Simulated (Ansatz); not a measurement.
# BGeP (triplet): from Hartree-Fock to the top rungs at a displaced geometry (v1), cc-pVDZ

An exercise on one series of results from a longer session: the logs are not shown, and one member is left open.

Computed with Ansatz 0.2.0, Gaussian basis. Level: cc-pVDZ, core rule «outside noble gas», up to 20 orbitals frozen.

Plan: UHF; CCSD(T) on ROHF; CCSD(T) on UHF; BCCD(T) on ROHF; CISD; CCSDT(Q) on ROHF; CCSDT(Q) on UHF.

32 further runs of the same task are left out: 3 for a known fault of the program, 12 that didn't finish, 17 set aside as unsound or not needed.

### The system

The geometry is a PBE0/def2-TZVP stationary point (not a proven minimum) with its atoms shifted at random (size 0.040 Å). No spin-orbit coupling is included. The filled d shell of Ge may be among the frozen orbitals whatever the setting's name suggests; the logs give the count.

3 atoms, charge 0, spin multiplicity 3.

Atoms are counted from 1 here; the program's logs count them from 0.

Bond lengths: B1–Ge2 2.163 Å, B1–P3 1.847 Å, Ge2–P3 2.288 Å. Angles: Ge2–B1–P3 69.1°, B1–Ge2–P3 48.9°, B1–P3–Ge2 62.0°.

The first run:

in.yaml reads:

```yaml
crystal:
  periodic: [false, false, false]
  atoms:
    - {symbol: B, position_ang: [-0.012229, -1.358252, -0.883550]}
    - {symbol: Ge, position_ang: [-0.013062, 0.038371, 0.768221]}
    - {symbol: P, position_ang: [0.034902, 0.384094, -1.493248]}
basis:
  gaussian: {orbitals: cc-pVDZ}
magnetization: {spin_polarized: true, initial_magnetization: 2}
hamiltonian: {xc: hf}
output: {orbitals: {seedname: orbitals}}
```

Run with:

```
$ ansatz run in.yaml --threads 1 --pin off --events-out ev --progress --plain --max-ram 2393MiB
```

Steps of the session up to this table: UHF; CCSD(T) on ROHF; CCSD(T) on UHF; BCCD(T) on ROHF; CISD; CCSDT(Q) on ROHF; CCSDT(Q) on UHF.

One of the session's tables, all rows but one given; the rest of the session is left out.

It belongs to the step «Misses and costs». 

| method | from RCCSDT(Q) (meV) |
| --- | --- |
| ROHF | +7976.5 |
| UHF | +7753.0 |
| RMP2 | +1209.2 |
| UMP2 | +1361.0 |
| CISD | +1361.3 |
| RCCSD | +558.0 |
| UCCSD | +549.8 |
| RCCSD(T) | +79.3 |
| UCCSD(T) | +89.5 |
| BCCD(T) | ? |
| RCCSDT | +45.5 |
| UCCSDT | +42.6 |
| RCCSDT(Q) | 0 |
| UCCSDT(Q) | -7.0 |

Estimate the missing values for BCCD(T).

**Answer.** from RCCSDT(Q) (meV): +74.8. In the column «from RCCSDT(Q) (meV)» it lies between RCCSDT (+45.5) and RCCSD(T) (+79.3).

To keep in mind: Restricted and unrestricted rows rest on different reference determinants; where their highest levels disagree by more than a few hundredths of an eV, they describe different states and don't form one ladder.
